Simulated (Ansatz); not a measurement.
# WC: biaxial against axial strain

Aim: for WC, strain the cell in the xy plane and along z independently.

Computed with Ansatz 0.2.0 (DFT LDA, scalar-relativistic, plane waves, PAW, unless a step's input says otherwise).

### 1 Starting point

The structure is cubic, space group Fm-3m (No. 225). Conventional cell: a = 4.385 Å, b = 4.385 Å, c = 4.385 Å, α = 90.00°, β = 90.00°, γ = 90.00°. W (site symmetry m-3m) has 6 C at 2.19 Å as nearest neighbours. C (site symmetry m-3m) has 6 W at 2.19 Å as nearest neighbours.

Structure file:

```
CELL_PARAMETERS angstrom
0.00000 2.19268 2.19268
2.19268 0.00000 2.19268
2.19268 2.19268 0.00000
ATOMIC_POSITIONS crystal
W 0.00000 0.00000 0.00000
C 0.50000 0.50000 0.50000
```

It goes back to an entry of the Materials Project, which need not be the stable form.

No relaxation comes first: the listed cell is the starting point.

### 2 The reference cell

The reference gives a free energy of -10372.3978 eV, pressure -15.99 GPa, largest force 0.000 eV/Å and gap on the mesh none (metal). It was computed beforehand with the settings of the runs below.

### 3 The scan: biaxial against axial strain

The cell is strained by p along both x and y and by q along z, with fractional coordinates fixed.

### 4 At p = -0.050, q = -0.050

The input, input.yaml:

```yaml
crystal:
  lattice:
    - [0.0, 2.0830498, 2.0830498]
    - [2.0830498, 0.0, 2.0830498]
    - [2.0830498, 2.0830498, 0.0]
  atoms:
    - { symbol: W, position: [0.0, 0.0, 0.0] }
    - { symbol: C, position: [0.5, 0.5, 0.5] }
basis:
  ecutwfc: 420
kpoints:
  mp_grid: { grid: [18, 18, 18] }
hamiltonian:
  xc: lda
scf:
  occupations: { method: gaussian, width: 0.15 }
output:
  forces: true
  stress: true
  eigenvalues: true
```

On the command line:

```bash
ansatz run input.yaml --threads 1 --pin off --max-ram 1228MiB --backend cpu --events-out ev --progress --plain --runs-dir out
```

### 5 Point p = -0.050, q = 0.000

Changes to input.yaml since step 4:

```diff
@@ -2,4 +2,4 @@
   lattice:
-    - [0.0, 2.0830498, 2.0830498]
-    - [2.0830498, 0.0, 2.0830498]
+    - [0.0, 2.0830498, 2.192684]
+    - [2.0830498, 0.0, 2.192684]
     - [2.0830498, 2.0830498, 0.0]
```

### 6 Point p = -0.050, q = 0.050

Changes to input.yaml since step 5:

```diff
@@ -2,4 +2,4 @@
   lattice:
-    - [0.0, 2.0830498, 2.192684]
-    - [2.0830498, 0.0, 2.192684]
+    - [0.0, 2.0830498, 2.3023182]
+    - [2.0830498, 0.0, 2.3023182]
     - [2.0830498, 2.0830498, 0.0]
```

### 7 Point p = 0.000, q = -0.050

Changes to input.yaml since step 6:

```diff
@@ -2,5 +2,5 @@
   lattice:
-    - [0.0, 2.0830498, 2.3023182]
-    - [2.0830498, 0.0, 2.3023182]
-    - [2.0830498, 2.0830498, 0.0]
+    - [0.0, 2.192684, 2.0830498]
+    - [2.192684, 0.0, 2.0830498]
+    - [2.192684, 2.192684, 0.0]
   atoms:
```

### 8 p = 0.000, q = 0.050

Changes to input.yaml since step 7:

```diff
@@ -2,4 +2,4 @@
   lattice:
-    - [0.0, 2.192684, 2.0830498]
-    - [2.192684, 0.0, 2.0830498]
+    - [0.0, 2.192684, 2.3023182]
+    - [2.192684, 0.0, 2.3023182]
     - [2.192684, 2.192684, 0.0]
```

### 9 At p = 0.050, q = -0.050

Changes to input.yaml since step 8:

```diff
@@ -2,5 +2,5 @@
   lattice:
-    - [0.0, 2.192684, 2.3023182]
-    - [2.192684, 0.0, 2.3023182]
-    - [2.192684, 2.192684, 0.0]
+    - [0.0, 2.3023182, 2.0830498]
+    - [2.3023182, 0.0, 2.0830498]
+    - [2.3023182, 2.3023182, 0.0]
   atoms:
```

### 10 At p = 0.050, q = 0.000

Changes to input.yaml since step 9:

```diff
@@ -2,4 +2,4 @@
   lattice:
-    - [0.0, 2.3023182, 2.0830498]
-    - [2.3023182, 0.0, 2.0830498]
+    - [0.0, 2.3023182, 2.192684]
+    - [2.3023182, 0.0, 2.192684]
     - [2.3023182, 2.3023182, 0.0]
```

(Steps that only read results are left out.)

Q: Predict the outcome of this session. Wanted: highest point; lowest point away from the origin.

As calculated:

```
                         quantity                                      value
                    highest point  222.7 meV/atom at (p, q) = (0.050, 0.000)
lowest point away from the origin           18.3 meV/atom at (0.000, -0.050)
```

**Reading.** No computed point lies below the origin. The runs treat W without spin-orbit coupling.
